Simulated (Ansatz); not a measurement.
# AgI2: a relaxation

Aim: relax the cell and atoms of AgI2.

Program: Ansatz 0.2.0. Level of theory: DFT PBEsol, scalar-relativistic, plane waves, PAW. These are calculated values, not measurements.

2 further runs of the same task are left out: 2 set aside as unsound or not needed.

**1. The system as given**

It takes space group P-4m2 (No. 115, tetragonal). Conventional cell: a = 4.286 Å, b = 4.286 Å, c = 6.355 Å, α = 90.00°, β = 90.00°, γ = 90.00°. Ag (site symmetry -4m2) has 4 I at 2.78 Å as nearest neighbours. I (site symmetry 2mm) has 2 Ag at 2.78 Å as nearest neighbours.

As a file:

```
CELL_PARAMETERS angstrom
4.28573 0.00000 0.00000
0.00000 4.28573 0.00000
0.00000 0.00000 6.35478
ATOMIC_POSITIONS crystal
Ag 0.00000 0.00000 0.50000
I 0.50000 0.00000 0.77776
I 0.00000 0.50000 0.22224
```

The structure comes from the Materials Project (structure only).

(A quick probe on a coarse mesh, which set the mesh and smearing, is not shown.)

**3. The relaxation**

input.yaml

```yaml
crystal:
  lattice:
    - [4.285728, 0.0, 0.0]
    - [0.0, 4.285728, 0.0]
    - [0.0, 0.0, 6.354781]
  atoms:
    - { symbol: Ag, position: [0.0, 0.0, 0.5] }
    - { symbol: I, position: [0.5, 0.0, 0.777762] }
    - { symbol: I, position: [0.0, 0.5, 0.222238] }
basis:
  ecutwfc: 420
kpoints:
  mp_grid: { grid: [10, 10, 8] }
hamiltonian:
  xc: pbesol
scf:
  occupations: { method: gaussian, width: 0.1 }
output:
  forces: true
  stress: true
  eigenvalues: true
  write_density: true
  write_potential: true
  elf: true
  volumetric_format: npy
relax:
  adjacent_minimum: "off"
  f_tol: 0.005
  max_steps: 80
  cell: { stress_tol: 0.05 }
```

Command:

```sh
ansatz run input.yaml --threads 1 --pin off --max-ram 2560MiB --backend cpu --events-out ev --progress --plain --runs-dir out
```

The session goes on with these runs: relaxation repeated from the new cell.

**Question.** What will these runs give? Wanted: relaxed cell; volume; formation energy; gap on the mesh.

The runs gave:

```
                                                               quantity                                                                      value
                                                           relaxed cell  a = 4.063 Å, b = 4.063 Å, c = 6.183 Å, α = 90.00°, β = 90.00°, γ = 90.00°
                                                   space group (0.01 Å)                                                            P-4m2 (No. 115)
                                                                 volume                                                              34.02 Å³/atom
formation energy (elements from runs with the same settings, not shown)                                                              -0.02 eV/atom
                                                        gap on the mesh                                                               none (metal)
```

**Reading.** The relaxed volume is 12.6 % smaller than at the start. Spin-orbit coupling is left out for I. The final runs have no spin polarisation, so no magnetic state was tried and one may lie lower. Layers here are held mostly by dispersion, which this level lacks, so their spacing and the stiffness across them are unreliable there.
